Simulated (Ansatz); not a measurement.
I need a relaxation followed by a look at the electronic structure of Na4SeS, space group P4/mmm. Use Ansatz's Python interface. Use (first run): PBEsol, PAW, cutoff 510 eV, 4×4×3 k-points, fixed occupations.

Input file `na4ses.xyz`:
```text
6
Lattice="4.692533 0.0 0.0 0.0 4.692533 0.0 0.0 0.0 6.650507" Properties=species:S:1:pos:R:3 pbc="T T T"
Na    2.34626650    0.00000000    5.03164059
Na    0.00000000    2.34626650    1.61886641
Na    2.34626650    0.00000000    1.61886641
Na    0.00000000    2.34626650    5.03164059
Se    2.34626650    2.34626650    3.32525350
S     0.00000000    0.00000000    0.00000000
```

`na4ses.py`
```python
# -*- coding: utf-8 -*-
'''Relax Na4SeS, then bands and states at the relaxed cell.'''

import warnings

import ansatz as az
import numpy as np


def count_gap(report):
    # lowest empty less highest filled band, counting bands; zero where they overlap
    return max(report.get('gap_by_band_count_ev') or 0.0, 0.0)


def configured(crystal, spacing):
    return (
        crystal.calculation()
        .occupations('Fixed')
        .functional('pbesol')
        .basis(510)
        .kpoints(spacing=spacing)
    )


def main():
    warnings.simplefilter('ignore', az.DeckWarning)

    structure = az.Crystal.from_extxyz('na4ses.xyz')

    relaxed = configured(structure, 0.4).relax(cell=True, force_tolerance=0.02, max_steps=40).checkpoint(write='relax.run').run(threads=1)
    cell = np.asarray(relaxed.lattice.cell_ang)
    print('relaxed edges (A):', np.linalg.norm(cell, axis=1).round(4), ' volume:', round(abs(np.linalg.det(cell)), 3), 'A^3')
    for site in relaxed.lattice.sites:
        print(' ', site.symbol, np.round(site.position_frac, 4) + 0.0)

    final = az.Crystal.from_checkpoint('relax.run')
    outcome = configured(final, 0.3).stress().band_table().density_of_states(energy_step=0.05).run(threads=1)
    r = outcome.report
    dos = outcome.density_of_states()
    print(f'pressure at the relaxed cell {np.trace(r["stress_gpa"]) / 3:.3f} GPa, gap by band count {count_gap(r):.3f} eV')
    if count_gap(r) == 0:
        print('states/eV at the Fermi level:', round(float(np.interp(dos.fermi_ev, dos.energies_ev, dos.spin_summed_g_bin_mean_per_ev)), 3))


if __name__ == '__main__':
    main()
```

```console
$ python na4ses.py
relaxed edges (A): [4.6921 4.6921 6.6465]  volume: 146.329 A^3
  Na [0.5    0.     0.7573]
  Na [0.     0.5    0.2427]
  Na [0.5    0.     0.2427]
  Na [0.     0.5    0.7573]
  Se [0.5 0.5 0.5]
  S [0. 0. 0.]
pressure at the relaxed cell -0.024 GPa, gap by band count 2.156 eV
```

Along an axis with an odd division the mesh misses the point at one half; a gap read on a finite mesh is an upper bound on this functional's gap. Semilocal gaps usually lie well under measured ones. The crystal has a gap of about 2.15 eV on the mesh; bins of finite width blur the band edges. This cell is a computed structure, which may not be the phase found in nature. Levels are Kohn-Sham eigenvalues on this mesh, without spin-orbit coupling. Where the second run takes another functional or mesh than the relaxation, its pressure isn't zero; pressure is positive in compression. The computed bands are complete only to about 6.6 eV above the Fermi level; beyond that the density of states is undercounted. Hardware and time: 20 s on 1 thread of Arm Neoverse V1, with other jobs on the host, peak memory 0.51 GiB.
